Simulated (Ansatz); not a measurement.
**B9N9 wurtzite hole sphere (B₉N₉H₂₄): geometry, orbitals and charge**

What does B9N9 wurtzite hole sphere (B₉N₉H₂₄) look like as a singlet, and where do its frontier electrons sit?

The runs use Ansatz 0.2.0, Gaussian basis; RKS PBE0-D4/def2-TZVP.

The runs, in order: relaxation at PBE-D4/def2-SVP; a single point at PBE0-D4/def2-TZVP.

### 1 Starting geometry

42 atoms, charge 0, spin multiplicity 1.

Atoms are counted from 1 here; the program's logs count them from 0.

Bond lengths: B1–N2 1.606 Å, B1–N3 1.569 Å, B1–H19 1.195 Å, B1–H20 1.195 Å, N2–B5 1.578 Å, N2–H21 1.013 Å, N2–H22 1.013 Å, N3–B4 1.558 Å, N3–B11 1.559 Å, N3–H23 1.013 Å, B4–N6 1.585 Å, B4–N7 1.558 Å, B4–H24 1.196 Å, B5–N6 1.553 Å, B5–N12 1.554 Å, B5–H25 1.199 Å, N6–B9 1.553 Å, N6–H26 1.012 Å and more. Angles: N2–B1–N3 104.2°, N2–B1–H19 109.0°, N2–B1–H20 109.0°, N3–B1–H19 110.9°, N3–B1–H20 110.9°, H19–B1–H20 112.5°, B1–N2–B5 113.3°, B1–N2–H21 108.9°, B1–N2–H22 108.9°, B5–N2–H21 109.4°, B5–N2–H22 109.5°, H21–N2–H22 106.7°, B1–N3–B4 111.4°, B1–N3–B11 111.4°, B1–N3–H23 105.4°, B4–N3–B11 111.7°, B4–N3–H23 108.3°, B11–N3–H23 108.3° and more.

The start is a GFN2-xTB geometry.

### 2 Optimising with PBE-D4/def2-SVP

in.yaml reads:

```yaml
crystal:
  periodic: [false, false, false]
  atoms:
    - {symbol: B, position_ang: [-0.000730, -2.982050, -0.839700]}
    - {symbol: N, position_ang: [-0.003880, -2.935390, 0.765900]}
    - {symbol: N, position_ang: [0.000090, -1.473410, -1.268960]}
    - {symbol: B, position_ang: [-1.289630, -0.744910, -0.784680]}
    - {symbol: B, position_ang: [-0.001300, -1.468790, 1.347890]}
    - {symbol: N, position_ang: [-1.245150, -0.717110, 0.799630]}
    - {symbol: N, position_ang: [-1.273600, 0.735170, -1.271660]}
    - {symbol: B, position_ang: [-2.579890, 1.490340, -0.845090]}
    - {symbol: B, position_ang: [-1.271460, 0.736620, 1.345660]}
    - {symbol: N, position_ang: [-2.539520, 1.470590, 0.760900]}
    - {symbol: B, position_ang: [1.290380, -0.745360, -0.785060]}
    - {symbol: N, position_ang: [1.244810, -0.719280, 0.799670]}
    - {symbol: N, position_ang: [1.273960, 0.734800, -1.271630]}
    - {symbol: B, position_ang: [0.000550, 1.489450, -0.786220]}
    - {symbol: B, position_ang: [1.273380, 0.734290, 1.345620]}
    - {symbol: N, position_ang: [0.001670, 1.438340, 0.797980]}
    - {symbol: B, position_ang: [2.580920, 1.489680, -0.845720]}
    - {symbol: N, position_ang: [2.542510, 1.465940, 0.759900]}
    - {symbol: H, position_ang: [-0.993160, -3.531560, -1.215290]}
    - {symbol: H, position_ang: [0.993870, -3.530670, -1.210430]}
    - {symbol: H, position_ang: [-0.818700, -3.431640, 1.106250]}
    - {symbol: H, position_ang: [0.806260, -3.437030, 1.109560]}
    - {symbol: H, position_ang: [-0.000080, -1.481840, -2.282080]}
    - {symbol: H, position_ang: [-2.267980, -1.309040, -1.177110]}
    - {symbol: H, position_ang: [-0.000830, -1.523240, 2.545980]}
    - {symbol: H, position_ang: [-2.072910, -1.192780, 1.136140]}
    - {symbol: H, position_ang: [-1.278250, 0.737760, -2.284850]}
    - {symbol: H, position_ang: [-3.552400, 0.904040, -1.216540]}
    - {symbol: H, position_ang: [-2.560990, 2.624120, -1.221580]}
    - {symbol: H, position_ang: [-1.319110, 0.765360, 2.543490]}
    - {symbol: H, position_ang: [-3.378790, 1.018140, 1.102570]}
    - {symbol: H, position_ang: [-2.563890, 2.424120, 1.101810]}
    - {symbol: H, position_ang: [2.268930, -1.309860, -1.176510]}
    - {symbol: H, position_ang: [2.071290, -1.196960, 1.136790]}
    - {symbol: H, position_ang: [1.278320, 0.737320, -2.284670]}
    - {symbol: H, position_ang: [0.000150, 2.618980, -1.178790]}
    - {symbol: H, position_ang: [1.320850, 0.764320, 2.543070]}
    - {symbol: H, position_ang: [0.001680, 2.393180, 1.134580]}
    - {symbol: H, position_ang: [3.552380, 0.904100, -1.220780]}
    - {symbol: H, position_ang: [2.559840, 2.624640, -1.218190]}
    - {symbol: H, position_ang: [3.380220, 1.010440, 1.101100]}
    - {symbol: H, position_ang: [2.570190, 2.419160, 1.101070]}
basis:
  gaussian: {orbitals: def2-SVP}
hamiltonian: {xc: pbe, dispersion: d4}
scf: {lower_state_search: "off"}
output: {orbitals: {seedname: orbitals}}
relax: {f_tol: 0.03, max_steps: 70}
```

Run with:

```sh
> ansatz run in.yaml --threads 2 --pin off --events-out ev --progress --plain --max-ram 32768MiB --backend cuda --devices 0, --max-vram 18GiB
```

After this run come: Single point, PBE0-D4/def2-TZVP.

Q: Predict the results of all the runs planned. Wanted: point group; commonest bond, hydrogen aside; HOMO, LUMO at PBE0-D4/def2-TZVP; dipole at PBE-D4/def2-SVP.

The runs gave:

```
                       quantity                           value
                    point group                             C3v
 commonest bond, hydrogen aside  B–N, 24 of mean length 1.585 Å
HOMO, LUMO at PBE0-D4/def2-TZVP                 -7.44, -0.08 eV
      dipole at PBE-D4/def2-SVP                          4.90 D
```

**Reading.** The molecule keeps its bonding pattern by the stored test; the atoms moved 0.04 Å (rms). No usable vibrations, so a minimum isn't proven. The HOMO lies nearest to 6 H atoms about 11 % each and the LUMO to H26, H34, H38 about 9 % each; 6 H atoms about 6 % each. Whether this spin is the lowest isn't tested here.
